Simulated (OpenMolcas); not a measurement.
**Multireference states of H₂**

Aim: the low electronic states of H₂, first without spin–orbit coupling and then as Ω levels, at one distance and along the bond.

Program: OpenMolcas 26.06. Level of theory: SA-CASSCF(2,2), XMS-CASPT2, RASSI; ANO-RCC-VTZP. These are calculated values, not measurements.

## 1. Input

C2 symmetry about the axis (a holds Σ, Δ, Γ; b holds Π, Φ, H; Σ⁺ and Σ⁻ are not told apart); roots by multiplicity and irrep: 1a 1.

Active shells: H 1s, H 1s.

The input, m.inp:

```
&GATEWAY
Coord
2
angstrom
H 0.0 0.0 0.0
H 0.0 0.0 0.7470
Basis=ANO-RCC-VTZP
Group=XY
RX2C
AMFI
ANGMom
0.0 0.0 0.0
RICD
&SEWARD
&GUESSORB
&RASSCF
FileOrb=$CurrDir/o11.orb
Symmetry=1
Spin=1
nActEl=2 0 0
Inactive=0 0
RAS2=2 0
CIRoot=1 1 1
Linear
Iterations=120 100
OrbListing=Nothing
PRWF=0.15
>>COPY $Project.RasOrb $CurrDir/o11.orb
>>COPY $Project.rasscf.h5 $CurrDir/r11.h5
&CASPT2
XMultistate=all
Imaginary=0.2
IPEA=0.25
MaxIter=40
>>COPY $Project.JobMix JOB001
&RASSI
Nr of JobIphs=1 1
1
SpinOrbit
EJob
Omega
MEES
MESO
Properties=4
'AngMom' 3 'Mltpl  1' 1 'Mltpl  1' 2 'Mltpl  1' 3
Thrs=1.0d-4
>>COPY $Project.rassi.h5 $CurrDir/so.h5
```

Each module block was a call of its own in one work directory; start orbitals came from a preliminary run.

On the command line:

```sh
pymolcas m.inp
```

## 2. CASSCF and CASPT2, block by block

Output, in excerpt:

```text
++    Wave function specifications:
      Number of closed shell electrons           0
      Number of electrons in active shells       2
      Number of inactive orbitals                0
      Number of active orbitals                  2
      Number of secondary orbitals              26
      Spin quantum number                      0.0
      State symmetry                             1
++    Orbital specifications:
      Symmetry species                           1   2
                                                 a   b
      Frozen orbitals                            0   0
      Inactive orbitals                          0   0
      Active orbitals                            2   0
      RAS2 orbitals                              2   0
      Secondary orbitals                        14  12
      Number of basis functions                 16  12
      printout of CI-coefficients larger than  0.15 for root  1
      energy=      -1.151983
      conf/sym  11     Coeff  Weight
             3  02   0.99390 0.98785
      Natural orbitals and occupation numbers for root  1
      sym 1:   0.024310   1.975690
      RASSCF energy for state  1                     -1.15198255
::    RASSCF root number  1 Total energy:     -1.15198255
      Von Neumann Entropy (Root   1) =  0.09476
++    Wave function specifications:
      Number of closed shell electrons           0
      Number of electrons in active shells       2
      Number of inactive orbitals                0
      Number of active orbitals                  2
      Number of secondary orbitals              26
      Spin quantum number                      0.0
      State symmetry                             1
      Number of CSFs                             3
      Number of CASSCF root(s) available         1
      CASPT2 state passed to geometry opt.       1
      A file JOBMIX will be created
      This is a CASSCF or RASSCF reference function
  FINAL CASPT2 RESULT:
      Reference energy:          -1.1519825537
      E2 (Non-variational):      -0.0162415654
      Shift correction:          -0.0000605823
      E2 (Variational):          -0.0163021476
      Total energy:              -1.1682847014
[... the kept output breaks off here ...]
```

Spin-free states (degenerate pairs once).

```json
{"state": "(1)1Σ", "CASSCF root of the same rank (eV)": "0.00", "XMS-CASPT2 (eV)": "0.000"}
```

State-averaged natural occupations by block (full and empty orbitals left out): 1a: 0.02 1.98. Reference weights stay at 0.995.

## 3. From Λ–S states to Ω levels

RASSI output, in excerpt:

```text
[... earlier lines were not kept ...]
  SPIN-FREE ENERGIES:
  (Shifted by EMIN (a.u.) =         -1.1682847014)
 SF State       Relative EMIN(au)   Rel lowest level(eV)    D:o, cm**(-1)      Abs_M
     1             0.0000000000        0.0000000000              0.0000         0.0
++ Dipole transition strengths (spin-free states):
     for osc. strength at least  1.00000000E-05
  ( Max oscillator strength is only    0.0000000000000000      )
 Electric-quadrupole - electric-quadrupole not included
 Electric-dipole - electric-octupole not included
 Electric-dipole - magnetic-quadrupole not included
   Eigenvalues of complex Hamiltonian:
  (Shifted by EMIN (a.u.) =         -1.1682847014)
 SO State       Relative EMIN(au)   Rel lowest level(eV)    D:o, cm**(-1)      Omega
     1             0.0000000000        0.0000000000              0.0000         0.0
 Weights of the five most important spin-orbit-free states for each spin-orbit state.
 SO State  Total energy (au)           Spin-free states, spin, and weights
[... the kept output breaks off here ...]
```

Run time: 2 s. Hardware: 1 thread of Intel Xeon 6975P-C (Granite Rapids), shared host.

Levels:

```tsv
Ω	energy (cm⁻¹)	parentage	f from lowest
0	0	100% (1)1Σ	0
```

## 4. Along the bond: spin-free states

The same input was run at the other distances; those logs are left out. Energies in eV from the lowest point of the curves kept. Curves are followed by energy order within each symmetry, so they can change character at crossings; Σ⁺ and Σ⁻ are counted together.

| R (Å) | (1)1Σ |
| --- | --- |
| 0.642 | 0.238 |
| 0.680 | 0.088 |
| 0.713 | 0.019 |
| 0.747 | 0.000 |
| 0.784 | 0.025 |
| 0.822 | 0.088 |
| 0.874 | 0.226 |
| 0.941 | 0.460 |
| 1.046 | 0.899 |
| 1.195 | 1.574 |
| 1.419 | 2.517 |
| 1.718 | 3.466 |
| 2.241 | 4.286 |

Constants where the minimum is well bracketed:

| curve | Te from the first (cm⁻¹) | Re (Å) | ωe (cm⁻¹) |
| --- | --- | --- | --- |
| (1)1Σ | 0 | 0.745 | 4379 |

## 5. Along the bond: spin–orbit levels

Energies in eV from the lowest point of the curves kept. Curves are followed by energy order within each symmetry, so they can change character at crossings; levels whose Ω could not be read are left out of the count.

| R (Å) | (1)Ω=0 |
| --- | --- |
| 0.642 | 0.238 |
| 0.680 | 0.088 |
| 0.713 | 0.019 |
| 0.747 | 0.000 |
| 0.784 | 0.025 |
| 0.822 | 0.088 |
| 0.874 | 0.226 |
| 0.941 | 0.460 |
| 1.046 | 0.899 |
| 1.195 | 1.574 |
| 1.419 | 2.517 |
| 1.718 | 3.466 |
| 2.241 | 4.286 |

Constants where the minimum is well bracketed:

```csv
curve,Te from the first (cm⁻¹),Re (Å),ωe (cm⁻¹)
(1)Ω=0,0,0.745,4379
```

All 13 distances took 28 s on 1 thread of Intel Xeon 6975P-C (Granite Rapids), shared host.

## 6. What came out

```
                       quantity               value
         lowest spin-free state               (1)1Σ
                   lowest level  Ω = 0, 100 % (1)1Σ
lowering by spin–orbit coupling              0 cm⁻¹
        lowest curve, Re and ωe  0.745 Å, 4379 cm⁻¹
```

At 0.747 Å the lowest computed level has Ω = 0 and is 100 % (1)1Σ. g and u states are not told apart. Only the spin multiplicities and numbers of roots in the input were computed, so the list of states is not complete and the lowest one found need not be the ground state; labels number the states computed.
